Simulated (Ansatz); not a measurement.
# AlBO3: the cost of one run

Program: Ansatz 0.2.0. Level of theory: DFT PBEsol, scalar-relativistic, plane waves, PAW. These are calculated values, not measurements.

**1. The starting structure**

The structure is trigonal, space group R-3c (No. 167). Conventional cell: a = 4.475 Å, b = 4.475 Å, c = 13.737 Å, α = 90.00°, β = 90.00°, γ = 120.00°. Al (site symmetry -3) is surrounded by 6 O at 1.93 Å. B (site symmetry 32) has 3 O at 1.38 Å as nearest neighbours. O (site symmetry 2) has 1 B at 1.38 Å and 2 Al at 1.93 Å as nearest neighbours.

As a file:

```xyz
10
Lattice="2.2376 1.2919 4.5791 -2.2376 1.2919 4.5791 0.0000 -2.5838 4.5791" Properties=species:S:1:pos:R:3 pbc="T T T"
Al    0.0000    0.0000    0.0000
Al    0.0000    0.0000    6.8687
B     0.0000    0.0000    3.4343
B     0.0000    0.0000   10.3030
O     0.8559    1.2919    8.0134
O    -1.5468    0.0953    8.0134
O     0.6909   -1.3872    8.0134
O    -0.8559   -1.2919    5.7239
O     1.5468   -0.0953    5.7239
O    -0.6909    1.3872    5.7239
```

This cell was relaxed beforehand with the same method: volume 7.94 Å³/atom, gap on the mesh 5.83 eV.

Reference energy of this cell: -4731.9957 eV (10 atoms, 6×6×6 mesh, zero smearing).

**2. Next cell: 2 Al and 2 B atoms exchanged at random in the cell repeated 2 times**

In a supercell of the relaxed crystal with 20 atoms, 2 Al and as many B trade places (50 % of the Al sites); all atoms are shaken by 0.02 Å.

The cell holds 4 B, 4 Al, 12 O: a = 4.475 Å, b = 5.258 Å, c = 6.905 Å, α = 102.11°, β = 90.00°, γ = 90.00°.

**3. Relaxation without symmetry, coarse mesh**

A cheap relaxation: coarse mesh, no symmetry, loose thresholds.

input.yaml

```yaml
crystal:
  lattice:
    - [4.4752719618, 0.0, 0.0]
    - [0.0, -2.5837994718, 4.5791074062]
    - [0.0, -5.1675989437, -4.5791074062]
  atoms:
    - { symbol: B, position: [0.0049974725, 0.0056612738, 0.0004208881] }
    - { symbol: Al, position: [0.499813505, 0.5102038672, 0.503357262] }
    - { symbol: B, position: [0.5049309714, 0.4954605317, 0.9999098739] }
    - { symbol: Al, position: [0.0037306006, 0.9953204403, 0.499438516] }
    - { symbol: B, position: [0.496173921, 0.0059259249, 0.2513260918] }
    - { symbol: Al, position: [0.0019324679, 0.5095107873, 0.7475701408] }
    - { symbol: B, position: [0.4939059114, 0.9946286548, 0.7480681011] }
    - { symbol: Al, position: [0.0070950969, 0.4916227173, 0.2500124853] }
    - { symbol: O, position: [0.694745434, 0.5090291983, 0.7546287369] }
    - { symbol: O, position: [0.186854555, 0.0015218697, 0.2528829811] }
    - { symbol: O, position: [0.1495263955, 0.6558442379, 0.9058631492] }
    - { symbol: O, position: [0.6541525434, 0.1494056544, 0.4071467317] }
    - { symbol: O, position: [0.643085049, 0.8490294658, 0.0980894176] }
    - { symbol: O, position: [0.1552748043, 0.3420170157, 0.5903786294] }
    - { symbol: O, position: [0.3065180898, 0.4942172774, 0.2510705208] }
    - { symbol: O, position: [0.8096439145, 0.9961060411, 0.7489192273] }
    - { symbol: O, position: [0.846804682, 0.3411861572, 0.0966399801] }
    - { symbol: O, position: [0.3528766264, 0.844143905, 0.598671672] }
    - { symbol: O, position: [0.3407321727, 0.1575205917, 0.9027323075] }
    - { symbol: O, position: [0.8493869504, 0.65202234, 0.4038487093] }
  symmetry: { detect: false }
basis:
  ecutwfc: 420
kpoints:
  mp_grid: { grid: [3, 3, 2], shift: [0.0, 0.0, 0.5] }
hamiltonian:
  xc: pbesol
scf:
  occupations: { method: gaussian, width: 0.1 }
  lower_state_search: "off"
output:
  forces: true
  stress: true
  eigenvalues: true
relax:
  adjacent_minimum: "off"
  f_tol: 0.04
  max_steps: 50
  cell: { stress_tol: 0.3 }
```

On the command line:

```console
> ansatz run input.yaml --threads 4 --pin off --max-ram 9216MiB --backend cpu --events-out ev --progress --plain --runs-dir out
```

What time and memory should one allow on 4 threads of AMD EPYC 9R45 (Zen 5), shared host?

About 46 s, with a peak of 0.65 GiB.
